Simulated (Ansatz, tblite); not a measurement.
# Br2H6NiP2: isomers side by side

An exercise on one series of results from a longer session: the logs are not shown, and one member is left open.

Program: Ansatz 0.2.0, Gaussian basis. Level of theory: relaxed with r2SCAN-D4/def2-SVP, singlet. These are calculated values, not measurements.

3 further runs of the same task are left out: 3 set aside as unsound or not needed.

## Starting geometry

11 atoms, charge 0, spin multiplicity 1.

Atoms are counted from 1 here; the program's logs count them from 0.

Bond lengths: Br1–Ni3 2.265 Å, Br2–Ni3 2.275 Å, Ni3–P4 2.136 Å, Ni3–P5 2.140 Å, P4–H6 1.382 Å, P4–H7 1.383 Å, P4–H8 1.388 Å, P5–H9 1.383 Å, P5–H10 1.385 Å, P5–H11 1.385 Å. Angles: Br1–Ni3–Br2 173.6°, Br1–Ni3–P4 93.4°, Br1–Ni3–P5 88.9°, Br2–Ni3–P4 86.0°, Br2–Ni3–P5 91.4°, P4–Ni3–P5 176.0°, Ni3–P4–H6 119.8°, Ni3–P4–H7 115.0°, Ni3–P4–H8 124.1°, H6–P4–H7 96.6°, H6–P4–H8 98.4°, H7–P4–H8 97.5°, Ni3–P5–H9 123.2°, Ni3–P5–H10 112.7°, Ni3–P5–H11 123.2°, H9–P5–H10 96.6°, H9–P5–H11 98.7°, H10–P5–H11 96.6°.

No spin-orbit coupling is included.

The isomers as started, chosen beforehand: A: NiBr2(PH3)2; B: cis-NiBr2(PH3)2. The structure above is A.

The first run:

Input file in.yaml:

```yaml
crystal:
  periodic: [false, false, false]
  atoms:
    - {symbol: Br, position_ang: [-0.318770, -0.097530, 2.292210]}
    - {symbol: Br, position_ang: [0.328010, 0.115210, -2.189250]}
    - {symbol: Ni, position_ang: [-0.121480, 0.007940, 0.038320]}
    - {symbol: P, position_ang: [0.099420, 2.132750, 0.031200]}
    - {symbol: P, position_ang: [-0.216120, -2.129260, -0.029950]}
    - {symbol: H, position_ang: [-0.571130, 2.890000, -0.910590]}
    - {symbol: H, position_ang: [1.368680, 2.587670, -0.274970]}
    - {symbol: H, position_ang: [-0.122230, 2.941610, 1.136650]}
    - {symbol: H, position_ang: [-0.944910, -2.883280, 0.871100]}
    - {symbol: H, position_ang: [1.008520, -2.726110, 0.217730]}
    - {symbol: H, position_ang: [-0.509980, -2.839000, -1.182460]}
basis:
  gaussian: {orbitals: def2-SVP}
hamiltonian: {xc: r2scan, dispersion: d4}
scf: {lower_state_search: "off"}
output: {orbitals: {seedname: orbitals}}
relax: {f_tol: 0.02, max_steps: 100}
```

Command:

```
$ ansatz run in.yaml --threads 4 --pin off --events-out ev --progress --plain --max-ram 4787MiB
```

Among the steps run: Relaxing candidate A; Relaxing candidate B; Candidate B, first pass, PBE-D4/def2-SVP; Candidate B, PBE0-D4/def2-TZVP; Candidate B, PBE-D4/def2-TZVP; Candidate B, r2SCAN-D4/def2-TZVP; Candidate B, HSE06-D4/def2-TZVP; Candidate B, CAM-B3LYP-D4/def2-TZVP; Candidate B, r2SCANh-D4/def2-TZVP; Candidate B, PBE-D4/def2-SVP; Candidate B, PBE0-D4/def2-SVP; Candidate B, MP2/def2-TZVP; Candidate B, RPA/def2-TZVP.

One table of the session follows, with a row left open; its other results are not shown here.

It belongs to the step «B against A». 

| level | B above A (kJ/mol) |
| --- | --- |
| GFN1-xTB | +21.3 |
| GFN2-xTB | +33.0 |
| HF/def2-TZVP | +75.4 |
| PBE-D4/def2-SVP | +21.3 |
| PBE-D4/def2-TZVP | +16.2 |
| r2SCAN-D4/def2-TZVP | +18.8 |
| r2SCANh-D4/def2-TZVP | +23.7 |
| PBE0-D4/def2-SVP | +36.6 |
| PBE0-D4/def2-TZVP | +28.7 |
| HSE06-D4/def2-TZVP | +28.4 |
| CAM-B3LYP-D4/def2-TZVP | ? |
| RPA/def2-TZVP | +26.7 |
| MP2/def2-TZVP | +18.3 |

Q: Estimate the row for CAM-B3LYP-D4/def2-TZVP from the others.

**Answer.** B above A (kJ/mol): +35.4. In the column «B above A (kJ/mol)» it lies between GFN2-xTB (+33.0) and PBE0-D4/def2-SVP (+36.6).

To keep in mind: Only singlets are compared; another spin may lie lower and prefer another shape.
